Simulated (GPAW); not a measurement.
# CH4FIn (SMILES F[CH2][InH2]): levels of theory compared

We compute a comparison of 3 runs (PBE/real-space grid, WC/real-space grid, PBE/dzp) of CH4FIn. 

The calculation is run with GPAW 26.7.0.

5 further runs of the same task are left out: 1 that didn't finish, 4 set aside as unsound or not needed.

### Step 1. Starting point

CH4FIn has 7 atoms, charge 0, and is taken as a singlet. As SMILES, `F[CH2][InH2]`. Geometry: a GFN2-xTB relaxation, a rough one for these elements and not checked as a minimum.

Bond lengths: F1–C2 1.398 Å, C2–In3 2.248 Å, C2–H4 1.096 Å, C2–H5 1.094 Å, In3–H6 1.730 Å, In3–H7 1.743 Å. Angles: F1–C2–In3 101.0°, F1–C2–H4 106.7°, F1–C2–H5 106.3°, In3–C2–H4 114.0°, In3–C2–H5 117.5°, C2–In3–H6 120.2°, C2–In3–H7 123.3°, H4–C2–H5 110.1°, H6–In3–H7 116.2°.

### Step 2. Energy and one-electron properties at PBE/real-space grid (scalar-relativistic datasets) (run 1)

File ch4fin.py:

```python
import numpy as np
from ase import Atoms
from ase.units import Debye
from gpaw import GPAW

# Structure
system = Atoms(['F', 'C', 'In', 'H', 'H', 'H', 'H'],
    positions=[[ -1.528890,   0.309540,  -0.962870],
               [ -0.665680,  -0.672330,  -0.468080],
               [  0.843120,   0.589580,   0.621250],
               [ -0.259640,  -1.202520,  -1.337010],
               [ -1.282970,  -1.349630,   0.129880],
               [  0.328350,   1.957020,   1.547920],
               [  2.565710,   0.368340,   0.468920]])
system.center(vacuum=4.5)

# GPAW settings
calculator = GPAW(mode='fd', h=0.18, xc='PBE', maxiter=150, txt='-')
system.calc = calculator

energy = system.get_potential_energy()
print(f'Energy = {energy:.5f} eV')
forces = system.get_forces()
print('Forces (eV/Ang)')
for symbol, f in zip(system.symbols, forces):
    print(f'{symbol:2} {f[0]:9.4f} {f[1]:9.4f} {f[2]:9.4f}')
dipole = system.get_dipole_moment() / Debye
print(f'Dipole: {np.linalg.norm(dipole):.3f} D')
homo, lumo = calculator.get_homo_lumo()
print(f'HOMO = {homo:.3f} eV')
print(f'LUMO                    {lumo:.3f} eV')
print(f'Gap: {lumo - homo:.3f} eV')
```

The run is started by

```sh
python ch4fin.py
```

Standard output:

```text
[...]
Number of symmetries: 1
[...]
  Number of IBZ points: 1
[...]
Spin-components: 1 (collinear spins)
Bands:           21
[...]
  Valence electrons: 28.0
[...]
  Grid points: [72 68 68]
  Charge: 0.0  # |e|
[...]
    cutoffs:
[...]
occupation numbers:
  # Zero width
[...]
xc functional:
  name: PBE with 2 nearest neighbor stencil
[...]
|iter     |     time |      energy | eigst |  dens |
[...]
|iter:   1| 00:00:15 |  -30.516589 | +0.93 |       |
[...]
|iter:  14| 00:01:26 |  -27.821407c| -7.42c| -5.96c|
Converged in 14 steps
[...]
Energy contributions relative to reference atoms: (reference = -163767.089210)
Energy contributions:
  Kinetic:          37.335061
  Coulomb:         -39.357008
  Zero:              0.452801
  External:          0.000000
  Xc:              -26.252262
  Entropy:           0.000000
  Spinorbit:         0.000000
  ----------------------------
  Free energy:     -27.821407
  Extrapolated:    -27.821407
dipole moment: (0.122802, -0.272110, 0.087822)  # |e|*Ang
Fermi level: -4.382
Eigenvalues  # (at kpt = [0.000, 0.000, 0.000])
| band index |      eig [eV] | occ [0-2] |
|------------|---------------|-----------|
|          0 |       -29.723 |     2.000 |
|        ... |               |           |
|          6 |       -16.495 |     2.000 |
|          7 |       -11.802 |     2.000 |
|          8 |       -11.587 |     2.000 |
|          9 |       -11.071 |     2.000 |
|         10 |        -9.507 |     2.000 |
|         11 |        -8.041 |     2.000 |
|         12 |        -6.916 |     2.000 |
|         13 |        -6.144 |     2.000 |
|         14 |        -2.619 |     0.000 |
|         15 |        -1.085 |     0.000 |
[...]
Gap: 3.526 eV
Transition (v -> c):
[...]
Forces (eV/Ang)
F    -0.7692    0.5823   -0.5699
C     0.4687    0.2370    0.3537
In    0.0116   -0.3480   -0.0952
H     0.1789   -0.1574    0.0202
H     0.1600   -0.2295    0.2227
H    -0.1655    0.0287    0.0158
H     0.0056   -0.0874   -0.0650
Dipole: 1.495 D
HOMO = -6.144 eV
LUMO                    -2.619 eV
Gap: 3.526 eV
```

It took 87 s on 1 thread of Intel Xeon at 2.70GHz, shared host; peak memory 0.91 GiB.

### Step 3. The charge distribution at WC/real-space grid (scalar-relativistic datasets) (run 2)

File CH4FIn_sp.py:

```python
import numpy as np
from ase.io.zmatrix import parse_zmatrix
from ase.units import Debye
from gpaw import GPAW, setup_paths
from gpaw.atom.configurations import parameters
from gpaw.atom.generator import Generator
from gpaw.utilities.adjust_cell import adjust_cell

zmat = """
F
C 1 r2
In 2 r3 1 a3
H 2 r4 1 a4 3 d4
H 2 r5 4 a5 1 d5
H 3 r6 2 a6 5 d6
H 3 r7 6 a7 2 d7
"""
values = dict(r2=1.397862, r3=2.248451, a3=101.04925, r4=1.095906, a4=106.73604, d4=-119.45797, r5=1.09423, a5=110.0504, d5=114.886, r6=1.730202, a6=120.22497, d6=-74.60854, r7=1.743407, a7=116.17145, d7=174.20055)
atoms = parse_zmatrix(zmat, defs=values)
adjust_cell(atoms, 5.0, h=0.18)

for symbol in ['C', 'F', 'H', 'In']:
    Generator(symbol, xcname='WC', scalarrel=True, nofiles=True, txt=None).run(**parameters[symbol])
setup_paths.insert(0, '.')

dft = GPAW(mode='fd', h=0.18, xc='WC', maxiter=150, txt='-')
atoms.calc = dft

energy = atoms.get_potential_energy()
print(f'Energy: {energy:.5f} eV')
forces = atoms.get_forces()
print('Forces (eV/Ang)')
for symbol, f in zip(atoms.symbols, forces):
    print(f'{symbol:2} {f[0]:9.4f} {f[1]:9.4f} {f[2]:9.4f}')
dipole = atoms.get_dipole_moment() / Debye
print(f'Dipole = {np.linalg.norm(dipole):.3f} D')
homo, lumo = dft.get_homo_lumo()
print(f'HOMO                    {homo:.3f} eV')
print(f'LUMO                    {lumo:.3f} eV')
print(f'Gap: {lumo - homo:.3f} eV')
```

The run is started by

```sh
OMP_NUM_THREADS=1 python CH4FIn_sp.py
```

Standard output:

```text
[...]
Number of symmetries: 1
[...]
  Number of IBZ points: 1
[...]
Spin-components: 1 (collinear spins)
Bands:           21
[...]
  Valence electrons: 28.0
[...]
  Grid points: [76 80 68]
  Charge: 0.0  # |e|
[...]
    cutoffs:
[...]
occupation numbers:
  # Zero width
[...]
xc functional:
  name: WC with 2 nearest neighbor stencil
[...]
|iter     |     time |      energy | eigst |  dens |
[...]
|iter:   1| 00:00:11 |  -31.203768 | +0.92 |       |
[...]
|iter:  14| 00:01:23 |  -28.592931c| -7.52c| -5.92c|
Converged in 14 steps
[...]
Energy contributions relative to reference atoms: (reference = -163739.972137)
Energy contributions:
  Kinetic:          36.442563
  Coulomb:         -38.679828
  Zero:              0.423327
  External:          0.000000
  Xc:              -26.778993
  Entropy:           0.000000
  Spinorbit:         0.000000
  ----------------------------
  Free energy:     -28.592931
  Extrapolated:    -28.592931
dipole moment: (0.296737, -0.083783, 0.021767)  # |e|*Ang
Fermi level: -4.362
Eigenvalues  # (at kpt = [0.000, 0.000, 0.000])
| band index |      eig [eV] | occ [0-2] |
|------------|---------------|-----------|
|          0 |       -29.610 |     2.000 |
|        ... |               |           |
|          6 |       -16.445 |     2.000 |
|          7 |       -11.797 |     2.000 |
|          8 |       -11.574 |     2.000 |
|          9 |       -11.103 |     2.000 |
|         10 |        -9.522 |     2.000 |
|         11 |        -8.010 |     2.000 |
|         12 |        -6.887 |     2.000 |
|         13 |        -6.139 |     2.000 |
|         14 |        -2.586 |     0.000 |
|         15 |        -1.048 |     0.000 |
[...]
Gap: 3.553 eV
Transition (v -> c):
[...]
Forces (eV/Ang)
F    -0.7203   -0.1241    0.0805
C    -0.0327    0.7416    0.0004
In    0.2022   -0.3728   -0.0697
H     0.2199    0.0214   -0.0783
H     0.3348    0.0413    0.1269
H    -0.0408   -0.1546    0.0289
H    -0.0485   -0.1462    0.0324
Dipole = 1.485 D
HOMO                    -6.139 eV
LUMO                    -2.586 eV
Gap: 3.553 eV
```

Run time: 87 s. Hardware: 1 thread of Intel Xeon at 2.70GHz, shared host; peak memory 1.1 GiB.

### Step 4. Energy and one-electron properties at PBE/dzp (scalar-relativistic datasets) (run 3)

File sp.py:

```python
import numpy as np
from ase.io.zmatrix import parse_zmatrix
from ase.units import Debye
from gpaw import GPAW

# Structure
atoms = parse_zmatrix("""
F
C 1 1.397862
In 2 2.248451 1 101.04925
H 2 1.095906 1 106.73604 3 -119.45797
H 2 1.09423 4 110.0504 1 114.886
H 3 1.730202 2 120.22497 5 -74.60854
H 3 1.743407 6 116.17145 2 174.20055
""")
atoms.center(vacuum=4.5)

# Ground state
gpaw_calc = GPAW(mode="lcao", basis="dzp", xc="PBE", h=0.18, maxiter=150, txt="-")
atoms.calc = gpaw_calc

energy = atoms.get_potential_energy()
print(f"Energy = {energy:.5f} eV")
forces = atoms.get_forces()
print("Forces (eV/Ang)")
for symbol, f in zip(atoms.symbols, forces):
    print(f'{symbol:2} {f[0]:9.4f} {f[1]:9.4f} {f[2]:9.4f}')
dipole = atoms.get_dipole_moment() / Debye
print(f"Dipole = {np.linalg.norm(dipole):.3f} D")
homo, lumo = gpaw_calc.get_homo_lumo()
print(f"HOMO: {homo:.3f} eV")
print(f"LUMO = {lumo:.3f} eV")
print(f"Gap                     {lumo - homo:.3f} eV")
```

The run is started by

```sh
python3 sp.py
```

Standard output:

```text
[...]
Number of symmetries: 1
[...]
  Number of IBZ points: 1
[...]
basis functions: 69
Spin-components: 1 (collinear spins)
Bands:           21
[...]
  Valence electrons: 28.0
[...]
  Grid points: [68 72 60]
  Charge: 0.0  # |e|
[...]
    cutoffs:
[...]
occupation numbers:
  # Zero width
[...]
xc functional:
  name: PBE with 2 nearest neighbor stencil
[...]
|iter     |     time |      energy | eigst |  dens |
[...]
|iter:   1| 00:00:17 |  -27.861455 |      c|       |
[...]
|iter:   9| 00:00:29 |  -26.084484c|      c| -4.30c|
Converged in 9 steps
[...]
Energy contributions relative to reference atoms: (reference = -163767.089210)
Energy contributions:
  Kinetic:          27.778568
  Coulomb:         -28.151676
  Zero:              0.341013
  External:          0.000000
  Xc:              -26.052388
  Entropy:           0.000000
  Spinorbit:         0.000000
  ----------------------------
  Free energy:     -26.084484
  Extrapolated:    -26.084484
dipole moment: (0.255980, -0.075200, 0.018664)  # |e|*Ang
Fermi level: -4.183
Eigenvalues  # (at kpt = [0.000, 0.000, 0.000])
| band index |      eig [eV] | occ [0-2] |
|------------|---------------|-----------|
|          0 |       -29.326 |     2.000 |
|        ... |               |           |
|          6 |       -16.325 |     2.000 |
|          7 |       -11.455 |     2.000 |
|          8 |       -11.321 |     2.000 |
|          9 |       -10.833 |     2.000 |
|         10 |        -9.234 |     2.000 |
|         11 |        -7.631 |     2.000 |
|         12 |        -6.793 |     2.000 |
|         13 |        -5.907 |     2.000 |
|         14 |        -2.459 |     0.000 |
|         15 |        -0.547 |     0.000 |
[...]
Gap: 3.447 eV
Transition (v -> c):
[...]
Forces (eV/Ang)
F    -1.2427   -0.0229    0.0228
C     0.1252    1.0788    0.0500
In    0.2228   -0.3757   -0.0531
H     0.4478   -0.2737   -0.5511
H     0.5529   -0.2768    0.5860
H    -0.1391   -0.0661    0.1184
H     0.0541   -0.0600   -0.0741
Dipole = 1.285 D
HOMO: -5.907 eV
LUMO = -2.459 eV
Gap                     3.447 eV
```

Wall time 31 s (1 thread of Intel Xeon at 2.70GHz, shared host); peak memory 0.72 GiB.

### Step 5. All runs side by side

| run | level | vacuum round the molecule | box rule | energy (Eh) | dipole moment (D) | HOMO energy (eV) | LUMO energy (eV) | wall time |
| --- | --- | --- | --- | --- | --- | --- | --- | --- |
| 1 | PBE/real-space grid (scalar-relativistic datasets) | 4.5 | center | -6019.351941 | 1.49 | -6.14 | -2.62 | 87 s |
| 2 | WC/real-space grid (scalar-relativistic datasets) | 5 | adjust | -6018.383760 | 1.48 | -6.14 | -2.59 | 87 s |
| 3 | PBE/dzp (scalar-relativistic datasets) | 4.5 | center | -6019.288110 | 1.28 | -5.91 | -2.46 | 31 s |

### Step 6. Results

| quantity | value |
| --- | --- |
| run 3: energy as printed (from the program's reference atoms) | -26.0845 eV |
| run 3: dipole moment | 1.28 D |
| run 3: HOMO energy | -5.91 eV |
| run 3: LUMO energy | -2.46 eV |
| run 3: HOMO–LUMO gap | 3.45 eV |
| run 3: largest force on an atom | 1.243 eV/Å |

**Reading.** The dipole moment (its size) runs from 1.28 D (PBE/dzp) to 1.49 D (PBE/real-space grid). The HOMO–LUMO gap runs from 3.45 eV (PBE/dzp) to 3.55 eV (WC/real-space grid). The two ends differ in method and basis. Totals of different functionals can't be ranked against each other. All runs together took 3.4 min, the longest 87 s.
